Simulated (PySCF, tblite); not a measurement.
# C₅H₅OP: vibronic structure

Wanted: vibronic structure for C₅H₅OP (`Oc1ccpcc1`).

Computed with tblite 0.8.0 and PySCF 2.14.0 and routines of our own; the level stands in each step. Atoms count from 0.

## 1. The starting structure

12 atoms, charge 0, multiplicity 1; geometry from: force field or distance geometry start.

## 2. Optimising the geometry with GFN2-xTB

Job settings and geometry (Å):

```
{"job": {"kind": "relax", "xc": "GFN2-xTB", "basis": "xTB"}, "charge": 0, "multiplicity": 1}
O      2.118500    -0.579900     0.266900
C      0.760400    -0.166900     0.121600
C     -0.158800    -1.163400     0.150100
C     -1.522700    -0.981600     0.021500
P     -2.050100     0.650600    -0.144600
C     -0.692900     1.758200    -0.148200
C      0.545400     1.163100    -0.004500
H      2.438100    -1.299500    -0.367300
H      0.177600    -2.205200     0.264000
H     -2.203900    -1.827500     0.056000
H     -0.809400     2.813100    -0.247800
H      1.399000     1.838300     0.006400
```

The run is started by

```bash
> OMP_NUM_THREADS=1 python excited_run.py task.json out
```

One launch serves the whole session: the jobs run in the order shown.

Log:

```text
step      E/eV     max force
  0    -538.07977    3.392
  1    -538.39034    1.778
  2    -538.50555    0.867
  3    -538.61124    0.755
  4    -538.64734    0.508
  5    -538.68224    0.351
  6    -538.69601    0.323
  7    -538.70598    0.302
  8    -538.71226    0.300
  9    -538.72253    0.290
 10    -538.73650    0.378
 11    -538.75041    0.349
 12    -538.76288    0.269
 13    -538.77292    0.380
 14    -538.78168    0.490
 15    -538.78980    0.365
 16    -538.79890    0.360
 17    -538.80431    0.255
 18    -538.80861    0.276
 19    -538.81371    0.138
 20    -538.81568    0.122
 21    -538.81649    0.243
 22    -538.81735    0.144
 23    -538.81900    0.100
 24    -538.82033    0.149
 25    -538.82150    0.139
 26    -538.82230    0.079
 27    -538.82295    0.056
 28    -538.82364    0.068
 29    -538.82425    0.064
 30    -538.82463    0.050
 31    -538.82493    0.053
 32    -538.82531    0.066
 33    -538.82572    0.067
 34    -538.82600    0.037
 35    -538.82613    0.022
 36    -538.82619    0.024
 37    -538.82625    0.023
 38    -538.82632    0.018
 39    -538.82636    0.015
 40    -538.82638    0.013
 41    -538.82639    0.012
 42    -538.82639    0.007
```

Wall time 0.21 s (1 thread of Arm Neoverse V1, shared host).

Step by step: (not every step is listed)

| step | energy from step 0 (eV) | largest force (eV/Å) |
| --- | --- | --- |
| 0 | 0.0000 | 3.3924 |
| 1 | -0.3106 | 1.7777 |
| 2 | -0.4258 | 0.8671 |
| 3 | -0.5315 | 0.7545 |
| 4 | -0.5676 | 0.5076 |
| 5 | -0.6025 | 0.3509 |
| 6 | -0.6162 | 0.3235 |
| 7 | -0.6262 | 0.3020 |
| 8 | -0.6325 | 0.2998 |
| 10 | -0.6567 | 0.3784 |
| 12 | -0.6831 | 0.2691 |
| 14 | -0.7019 | 0.4896 |
| 16 | -0.7191 | 0.3599 |
| 18 | -0.7288 | 0.2761 |
| 20 | -0.7359 | 0.1222 |
| 22 | -0.7376 | 0.1437 |
| 24 | -0.7406 | 0.1490 |
| 26 | -0.7425 | 0.0792 |
| 28 | -0.7439 | 0.0682 |
| 30 | -0.7449 | 0.0502 |
| 32 | -0.7455 | 0.0664 |
| 34 | -0.7462 | 0.0371 |
| 36 | -0.7464 | 0.0242 |
| 37 | -0.7465 | 0.0233 |
| 38 | -0.7465 | 0.0178 |
| 39 | -0.7466 | 0.0146 |
| 40 | -0.7466 | 0.0134 |
| 41 | -0.7466 | 0.0121 |
| 42 | -0.7466 | 0.0073 |

Close pairs (by a distance rule), those that changed most:

```csv
bond,before (Å),after (Å),change (Å)
O0–C1,1.427,1.361,-0.066
O0–H7,1.011,0.965,-0.046
C1–C6,1.353,1.393,+0.040
C1–C2,1.356,1.391,+0.035
C5–H10,1.066,1.083,+0.017
P4–C5,1.752,1.737,-0.015
C2–H8,1.101,1.086,-0.015
C3–P4,1.723,1.734,+0.011
```

The final coordinates are the input of the step that follows.

## 3. Infrared spectrum with GFN2-xTB

Job settings and geometry (Å):

```
{"job": {"kind": "ir", "xc": "GFN2-xTB", "basis": "xTB"}, "charge": 0, "multiplicity": 1}
O      2.190113    -0.501483     0.055755
C      0.868470    -0.178219     0.019709
C     -0.113068    -1.162754     0.055388
C     -1.462504    -0.888746     0.020969
P     -2.175414     0.689129    -0.069830
C     -0.732003     1.654281    -0.096800
C      0.556236     1.177738    -0.053773
H      2.295560    -1.459584     0.105404
H      0.206768    -2.198750     0.113495
H     -2.148816    -1.725938     0.053324
H     -0.872837     2.726441    -0.152655
H      1.388695     1.867201    -0.077013
```

Log:

```text
mode    cm-1     km/mol
  1     159.1      0.90
  2     316.6      3.95
  3     368.5     10.36
  4     392.5      0.47
  5     392.6      2.64
  6     439.2    158.25
  7     546.2      1.83
  8     573.9      0.02
  9     726.1      8.85
 10     768.6     33.84
 11     816.3      3.12
 12     819.4      0.27
 13     829.4      4.68
 14     894.6      1.26
 15     910.8      0.98
 16     957.6      6.34
 17    1138.6     94.67
 18    1160.8    106.02
 19    1196.2     20.41
 20    1248.5    197.93
 21    1292.1     88.28
 22    1379.3     25.35
 23    1399.9     54.94
 24    1509.5     21.91
 25    1571.5    106.30
 26    3011.8     53.65
 27    3044.6     21.52
 28    3047.1      6.57
 29    3074.5     24.01
 30    3511.2     24.18
```

Wall time 0.3 s (1 thread of Arm Neoverse V1, shared host).

The strongest bands and the atoms that carry them (share of the mass-weighted mode):

```
cm⁻¹  km/mol                                atoms
 439   158.2                              H7 84 %
1139    94.7           H7 43 %, H10 21 %, H9 16 %
1161   106.0          H11 32 %, H7 27 %, H10 15 %
1248   197.9  C1 35 %, H10 25 %, O0 13 %, H9 10 %
1292    88.3  H8 24 %, H9 12 %, C3 11 %, H11 11 %
1400    54.9   C5 25 %, C1 17 %, C3 11 %, H8 10 %
1572   106.3   C6 29 %, C2 28 %, C1 14 %, C5 12 %
3012    53.6                              H8 90 %
```

## 4. Vibronic structure: TDDFT PBE/6-31+G*

Settings changed since step 3:

```diff
@@ -1,2 +1,2 @@
-{"job": {"kind": "ir", "xc": "GFN2-xTB", "basis": "xTB"}, "charge": 0, "multiplicity": 1}
+{"job": {"kind": "vib", "xc": "PBE", "basis": "6-31+G*", "tda": false}, "charge": 0, "multiplicity": 1}
 O      2.190113    -0.501483     0.055755
```

With the program's defaults for keys left out, this is: TDDFT PBE/6-31+G* vertical-gradient vibronic structure (displaced harmonic oscillators, Condon), gas phase.

Log:

```text
final grid: 49856 points
cycle   1  E = -609.4844178494  dE =  1.072e+00  |g| = 7.108e-01  |ddm| = 6.277e+00
cycle   2  E = -609.1703787131  dE =  3.140e-01  |g| = 1.359e+00  |ddm| = 1.064e+01
cycle   3  E = -609.5809661082  dE = -4.106e-01  |g| = 2.474e-01  |ddm| = 8.814e+00
cycle   4  E = -609.5984508140  dE = -1.748e-02  |g| = 9.582e-02  |ddm| = 1.484e+00
cycle   5  E = -609.6006102380  dE = -2.159e-03  |g| = 4.486e-02  |ddm| = 3.722e-01
cycle   6  E = -609.6011130051  dE = -5.028e-04  |g| = 1.340e-02  |ddm| = 2.345e-01
cycle   7  E = -609.6011662362  dE = -5.323e-05  |g| = 4.519e-03  |ddm| = 6.894e-02
cycle   8  E = -609.6011721218  dE = -5.886e-06  |g| = 1.108e-03  |ddm| = 1.817e-02
cycle   9  E = -609.6011723867  dE = -2.649e-07  |g| = 6.366e-04  |ddm| = 4.508e-03
cycle  10  E = -609.6011724986  dE = -1.119e-07  |g| = 1.809e-04  |ddm| = 1.950e-03
cycle  11  E = -609.6011725064  dE = -7.785e-09  |g| = 7.384e-05  |ddm| = 6.450e-04
cycle  12  E = -609.6011725081  dE = -1.681e-09  |g| = 1.848e-05  |ddm| = 3.198e-04
cycle  13  E = -609.6011725082  dE = -7.424e-11  |g| = 9.096e-06  |ddm| = 7.321e-05
converged SCF energy = -609.6011725082

Singlet excitations (eV, f): 4.382 (0.0289)  4.784 (0.2001)  4.835 (0.0001)  4.881 (0.0000)  4.969 (0.0201)  5.523 (0.0112)

State S1  4.3816 eV  f = 0.02888  H->L+1 0.81, H-2->L 0.17
  relaxed dipole 2.885 D, largest gradient of the excitation energy 0.0333 Eh/bohr
  mode    cm-1        S   lambda/meV  Raman
   11    816.3    0.3863      39.1   1.000
    4    392.5    0.5443      26.5   0.326
   25   1571.5    0.0820      16.0   0.787
   23   1399.9    0.0590      10.2   0.449
   13    829.4    0.0837       8.6   0.224
   20   1248.5    0.0539       8.3   0.326
   16    957.6    0.0428       5.1   0.152
    3    368.5    0.0172       0.8   0.009
  reorganisation energy 0.1185 eV, total S 1.292, 0-0 4.2631 eV
  absorption maximum 4.263 eV, width 0.176 eV

State S2  4.7836 eV  f = 0.20005  H->L 0.88
  relaxed dipole 4.149 D, largest gradient of the excitation energy 0.0356 Eh/bohr
  mode    cm-1        S   lambda/meV  Raman
   11    816.3    0.7878      79.7   1.000
   25   1571.5    0.0772      15.0   0.363
   13    829.4    0.1436      14.8   0.188
   23   1399.9    0.0307       5.3   0.115
   19   1196.2    0.0176       2.6   0.048
    4    392.5    0.0531       2.6   0.016
    9    726.1    0.0085       0.8   0.009
  reorganisation energy 0.1241 eV, total S 1.140, 0-0 4.6596 eV
  absorption maximum 4.660 eV, width 0.230 eV

State S5  4.9690 eV  f = 0.02011  H-1->L 0.93
  relaxed dipole 1.085 D, largest gradient of the excitation energy 0.0509 Eh/bohr
  mode    cm-1        S   lambda/meV  Raman
    9    726.1    1.9605     176.5   1.000
    4    392.5    2.8922     140.7   0.431
   19   1196.2    0.1568      23.3   0.217
   11    816.3    0.2063      20.9   0.133
   16    957.6    0.1187      14.1   0.105
    3    368.5    0.2717      12.4   0.036
   23   1399.9    0.0518       9.0   0.098
   25   1571.5    0.0230       4.5   0.055
   20   1248.5    0.0194       3.0   0.029
   18   1160.8    0.0127       1.8   0.017
    7    546.2    0.0163       1.1   0.005
  reorganisation energy 0.4117 eV, total S 5.759, 0-0 4.5573 eV
  absorption maximum 4.933 eV, width 0.438 eV

State T1  3.1542 eV  f = 0.00000  H->L 0.98
  relaxed dipole 3.331 D, largest gradient of the excitation energy 0.0537 Eh/bohr
  mode    cm-1        S   lambda/meV  Raman
   11    816.3    1.1020     111.5   0.706
   25   1571.5    0.4214      82.1   1.000
   13    829.4    0.2048      21.1   0.135
   23   1399.9    0.1121      19.5   0.211
   19   1196.2    0.0861      12.8   0.118
   16    957.6    0.0150       1.8   0.013
    4    392.5    0.0289       1.4   0.004
   22   1379.3    0.0066       1.1   0.012
   24   1509.5    0.0054       1.0   0.012
   18   1160.8    0.0065       0.9   0.008
    3    368.5    0.0057       0.3   0.001
  reorganisation energy 0.2543 eV, total S 2.000, 0-0 2.8999 eV
  absorption maximum 3.100 eV, width 0.416 eV
```

Run time: 30 s. Hardware: 1 thread of Arm Neoverse V1, shared host; peak memory 0.71 GiB.

## 5. Results

```
                                                                                   quantity                     value
                                                  strongest single infrared mode (GFN2-xTB)     1248 cm⁻¹, 198 km/mol
                                                               zero-point energy (GFN2-xTB)             53.6 kcal/mol
S1: vertical, reorganisation, 0-0, total S (step 4, TDDFT PBE/6-31+G*, modes from GFN2-xTB)  4.38, 0.12, 4.26 eV; 1.3
S2: vertical, reorganisation, 0-0, total S (step 4, TDDFT PBE/6-31+G*, modes from GFN2-xTB)  4.78, 0.12, 4.66 eV; 1.1
S5: vertical, reorganisation, 0-0, total S (step 4, TDDFT PBE/6-31+G*, modes from GFN2-xTB)  4.97, 0.41, 4.56 eV; 5.8
```

**Reading.** No mode is imaginary among the 30: a minimum at this level. The strongest single mode, at 1248 cm⁻¹, is carried by C1, H10, O0, H9. GFN2-xTB is a fitted tight-binding method: band positions and strengths are rough. Its intensities can rank the bands wrongly. The vibronic model keeps the ground-state modes (from xTB) and shifts them along the gradient alone, so it can miss much of the relaxation that a full optimisation finds.
